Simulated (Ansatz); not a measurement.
# CH5NSSi: the cost of one run

Method: RKS PBE/6-31G, in Ansatz 0.2.0.

## 1. The structure to begin with

Bond lengths: Si1–N2 1.768 Å, N2–C3 1.330 Å, C3–S4 1.629 Å, Si1–H5 1.455 Å, Si1–H6 1.455 Å, Si1–H7 1.465 Å, N2–H8 1.009 Å, C3–H9 1.086 Å. Angles: Si1–N2–C3 118.9°, Si1–N2–H8 123.2°, C3–N2–H8 117.9°, N2–Si1–H5 108.6°, N2–Si1–H6 108.6°, N2–Si1–H7 99.5°, H5–Si1–H6 114.9°, H5–Si1–H7 112.0°, H6–Si1–H7 112.0°, N2–C3–S4 121.0°, N2–C3–H9 118.2°, S4–C3–H9 120.8°.

Coordinates:

```xyz
9

Si   -0.6450    1.0501    0.0790
N     0.6948   -0.0895    0.2553
C     0.5513   -1.3280   -0.2080
S    -0.8324   -1.7998   -0.9271
H    -0.8932    1.2571   -1.3400
H    -1.7840    0.5470    0.8324
H    -0.0457    2.2285    0.7102
H     1.5721    0.1529    0.6913
H     1.3820   -2.0183   -0.0931
```

## 2. Relaxing end A

Contents of input.yaml:

```yaml
crystal:
  periodic: [false, false, false]
  atoms:
    - { symbol: Si, position_ang: [-0.64495, 1.05007, 0.079] }
    - { symbol: "N", position_ang: [0.69485, -0.08954, 0.25528] }
    - { symbol: C, position_ang: [0.55133, -1.32799, -0.20796] }
    - { symbol: S, position_ang: [-0.83237, -1.79982, -0.92709] }
    - { symbol: H, position_ang: [-0.89319, 1.25714, -1.34002] }
    - { symbol: H, position_ang: [-1.78404, 0.54703, 0.83239] }
    - { symbol: H, position_ang: [-0.04572, 2.22852, 0.71021] }
    - { symbol: H, position_ang: [1.57212, 0.15292, 0.69128] }
    - { symbol: H, position_ang: [1.38197, -2.01833, -0.09309] }
basis:
  gaussian: { orbitals: "6-31G" }
hamiltonian:
  xc: pbe
relax:
  f_tol: 0.02
  max_steps: 50
```

Started as:

```
$ ansatz run input.yaml --threads 1 --pin off --max-ram 2048MiB --backend cpu --events-out ev --progress --plain --runs-dir out
```

What time and memory should one allow on 1 thread of AMD EPYC 7R43 (Zen 3), shared host?

About 34 s, with a peak of 0.17 GiB.
